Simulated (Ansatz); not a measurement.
**CH₇AlBInO: small, medium and large basis sets**

The task here is to estimate one member of a computed series from the others.

Method: one geometry, several basis sets; program: Ansatz 0.2.0, Gaussian basis.

Levels to be run: PBE0-D4/def2-SVP; ωB97M-V/def2-SVP; PBE0-D4/def2-QZVPP; ωB97M-V/def2-QZVPP; the functionals' def2-TZVPP values are taken from earlier runs.

### The geometry

The geometry comes from an earlier relaxation with PBE0-D4 in a triple-zeta def2 set; it is a stationary point, not always the lowest conformer. In takes the def2 core potential; no spin-orbit term is included.

SMILES `C[BH][Al]([OH])[InH2]`, 12 atoms, charge 0, spin multiplicity 1.

Atoms are counted from 1 here; the program's logs count them from 0.

Bond lengths: C1–B2 1.557 Å, C1–H6 1.091 Å, C1–H7 1.094 Å, C1–H8 1.106 Å, B2–Al3 2.141 Å, B2–H9 1.207 Å, Al3–O4 1.713 Å, Al3–In5 2.679 Å, O4–H10 0.956 Å, In5–H11 1.741 Å, In5–H12 1.742 Å. Angles: B2–C1–H6 117.4°, B2–C1–H7 114.2°, B2–C1–H8 102.9°, H6–C1–H7 109.9°, H6–C1–H8 106.3°, H7–C1–H8 104.8°, C1–B2–Al3 125.7°, C1–B2–H9 115.5°, Al3–B2–H9 118.4°, B2–Al3–O4 121.7°, B2–Al3–In5 128.0°, O4–Al3–In5 110.3°, Al3–O4–H10 123.1°, Al3–In5–H11 123.9°, Al3–In5–H12 123.5°, H11–In5–H12 112.6°.

Set-up of the first run:

in.yaml reads:

```yaml
crystal:
  periodic: [false, false, false]
  atoms:
    - {symbol: C, position_ang: [-0.283009, -0.968288, 2.141418]}
    - {symbol: B, position_ang: [-0.958975, -0.696418, 0.764865]}
    - {symbol: Al, position_ang: [0.051308, -0.113248, -1.030942]}
    - {symbol: O, position_ang: [0.479624, -1.253986, -2.234753]}
    - {symbol: In, position_ang: [0.818966, 2.345426, -1.766424]}
    - {symbol: H, position_ang: [0.781972, -1.205982, 2.138956]}
    - {symbol: H, position_ang: [-0.821987, -1.680817, 2.772502]}
    - {symbol: H, position_ang: [-0.384167, 0.001912, 2.662153]}
    - {symbol: H, position_ang: [-2.165560, -0.707456, 0.767004]}
    - {symbol: H, position_ang: [0.285656, -2.187622, -2.161216]}
    - {symbol: H, position_ang: [-0.171670, 3.435712, -2.694557]}
    - {symbol: H, position_ang: [2.367853, 3.030757, -1.359006]}
basis:
  gaussian: {orbitals: def2-SVP}
hamiltonian: {xc: pbe0, dispersion: d4}
output: {orbitals: {seedname: orbitals}}
```

The run is started by

```bash
$ ansatz run in.yaml --threads 4 --pin off --events-out ev --progress --plain --max-ram 10444MiB
```

Among the steps run: PBE0-D4 in def2-SVP; ωB97M-V in def2-SVP; PBE0-D4 in def2-QZVPP; ωB97M-V in def2-QZVPP.

One table of the session follows, with a row left open; its other results are not shown here.

It belongs to the step «Functionals by basis». 

| functional | basis | HOMO (eV) | LUMO (eV) |
| --- | --- | --- | --- |
| PBE0-D4 | def2-SVP | -6.12 | -2.21 |
| PBE0-D4 | def2-TZVPP | ? | ? |
| PBE0-D4 | def2-QZVPP | -6.19 | -2.32 |
| ωB97M-V | def2-SVP | -8.00 | -0.46 |
| ωB97M-V | def2-TZVPP | -8.09 | -0.64 |
| ωB97M-V | def2-QZVPP | -8.11 | -0.69 |

Estimate the missing values for PBE0-D4, def2-TZVPP.

As computed: HOMO (eV): -6.17; LUMO (eV): -2.30. In the column «HOMO (eV)» it lies between PBE0-D4, def2-QZVPP (-6.19) and PBE0-D4, def2-SVP (-6.12).
